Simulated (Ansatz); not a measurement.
# Cl₄H₂O₃SiZn₂: search for a transition state

Aim: find the saddle point of a four-centre ligand exchange that is to form Si1–O7, Cl2–H6 and break Si1–Cl2, H6–O7, prove it by its vibrations, and relax downhill on both sides to see what it joins.

The runs use Ansatz 0.2.0, Gaussian basis; PBE0-D4, def2-SVP first, then def2-TZVP.

76 further runs of the same task are left out: 76 set aside as unsound or not needed.

### 1 Starting geometry

The guess: 12 atoms, charge 0, spin multiplicity 1.

Atoms are counted from 1 here; the program's logs count them from 0.

Bond lengths: Si1–Cl3 1.980 Å, Si1–Cl4 2.035 Å, Si1–Cl5 2.382 Å, Si1–O7 1.614 Å, Cl2–H6 1.570 Å, Cl4–Zn10 2.488 Å, Cl5–Zn8 2.434 Å, Cl5–Zn10 2.472 Å, H6–O7 1.238 Å, O7–Zn8 2.051 Å, Zn8–O9 1.695 Å, O9–Zn10 1.836 Å, Zn10–O11 1.723 Å, O11–H12 0.956 Å. Angles: Cl3–Si1–Cl4 119.3°, Cl3–Si1–Cl5 95.5°, Cl3–Si1–O7 125.8°, Cl4–Si1–Cl5 91.4°, Cl4–Si1–O7 114.6°, Cl5–Si1–O7 88.4°, Si1–Cl4–Zn10 93.8°, Si1–Cl5–Zn8 77.0°, Si1–Cl5–Zn10 86.2°, Zn8–Cl5–Zn10 70.8°, Cl2–H6–O7 134.1°, Si1–O7–H6 95.8°, Si1–O7–Zn8 109.1°, H6–O7–Zn8 146.2°, Cl5–Zn8–O7 78.1°, Cl5–Zn8–O9 92.9°, O7–Zn8–O9 112.2°, Zn8–O9–Zn10 107.1° and more.

Coordinates:

```mol
Cl4H2O3SiZn2
  3D, bonds by distance, orders not assigned

 12 14  0  0  0  0  0  0  0  0999 V2000
    1.3321   -0.1770   -0.5887 Si  0  0
    3.4384   -0.0867    0.8318 Cl  0  0
    2.2448   -0.7920   -2.2347 Cl  0  0
    0.3504   -1.5301    0.5714 Cl  0  0
   -0.6930    0.4530   -1.6723 Cl  0  0
    2.4751    1.1377    0.6410 H   0  0
    1.4099    1.3107    0.0335 O   0  0
   -0.4774    2.1114    0.0966 Zn  0  0
   -1.5004    1.2553    1.1423 O   0  0
   -1.8401   -0.3695    0.3572 Zn  0  0
   -2.9367   -1.6907    0.2116 O   0  0
   -3.8031   -1.6221    0.6102 H   0  0
  1  3  8  0
  1  4  8  0
  1  5  8  0
  1  7  8  0
  2  6  8  0
  4 10  8  0
  5  8  8  0
  5 10  8  0
  6  7  8  0
  7  8  8  0
  8  9  8  0
  9 10  8  0
 10 11  8  0
 11 12  8  0
M  END
```

Distances that are to change: Si1–O7 1.61 Å, Cl2–H6 1.57 Å, Si1–Cl2 2.54 Å, H6–O7 1.24 Å.

### 2 Relaxing the guess with the reacting distances held

The input, hold/in.yaml:

```yaml
crystal:
  periodic: [false, false, false]
  atoms:
    - {symbol: Si, position_ang: [1.332100, -0.177000, -0.588700]}
    - {symbol: Cl, position_ang: [3.438400, -0.086700, 0.831800]}
    - {symbol: Cl, position_ang: [2.244800, -0.792000, -2.234700]}
    - {symbol: Cl, position_ang: [0.350400, -1.530100, 0.571400]}
    - {symbol: Cl, position_ang: [-0.693000, 0.453000, -1.672300]}
    - {symbol: H, position_ang: [2.475100, 1.137700, 0.641000]}
    - {symbol: O, position_ang: [1.409900, 1.310700, 0.033500]}
    - {symbol: Zn, position_ang: [-0.477400, 2.111400, 0.096600]}
    - {symbol: O, position_ang: [-1.500400, 1.255300, 1.142300]}
    - {symbol: Zn, position_ang: [-1.840100, -0.369500, 0.357200]}
    - {symbol: O, position_ang: [-2.936700, -1.690700, 0.211600]}
    - {symbol: H, position_ang: [-3.803100, -1.622100, 0.610200]}
basis:
  gaussian: {orbitals: def2-SVP}
hamiltonian: {xc: pbe0, dispersion: d4}
relax: {f_tol: 0.04, max_steps: 150, escape_saddle: false, constraints: [{distance: [0, 6]}, {distance: [1, 5]}, {distance: [0, 1]}, {distance: [5, 6]}]}
```

Launch:

```
$ ansatz run in.yaml --threads 4 --pin off --events-out ev --progress --plain --max-ram 66560MiB --backend cuda --devices 0, --max-vram 37GiB
```

The runs that follow: Force constants to start from; Saddle search in the small basis; Saddle search in triple zeta; Checking the order of the point; Relaxing after a step of 0.30 Å one way along the mode; Relaxing after a step of 0.30 Å the other way along the mode.

**Question.** What will these runs give? Wanted: imaginary mode; barrier from the start side; barrier from the end side; energy of the step; pairs that change; zero-point energy at the saddle.

The runs gave:

| quantity | value |
| --- | --- |
| imaginary mode | 633i cm⁻¹ |
| barrier from the start side | 1.789 eV |
| barrier from the end side | 0.773 eV |
| energy of the step | +1.016 eV |
| pairs that change | Si1–Cl5 formed, Cl2–H6 formed, Cl2–Zn8 formed, O7–Zn8 formed, Si1–Cl2 broken, Cl4–Zn8 broken, Cl5–Zn8 broken, H6–O7 broken |
| zero-point energy at the saddle | 0.924 eV |

In words: The point has a single imaginary mode (633i cm⁻¹), as a transition state must. The two relaxations don't end on the planned structures: the search found another step. At PBE0-D4/def2-TZVP the electronic barrier is 1.789 eV, about 70 kT at 298 K, and the step runs 1.016 eV uphill. A step off the saddle overshot and began above it in energy, so the link to its end is likely but not proven. Lower complexes than these ends may exist.
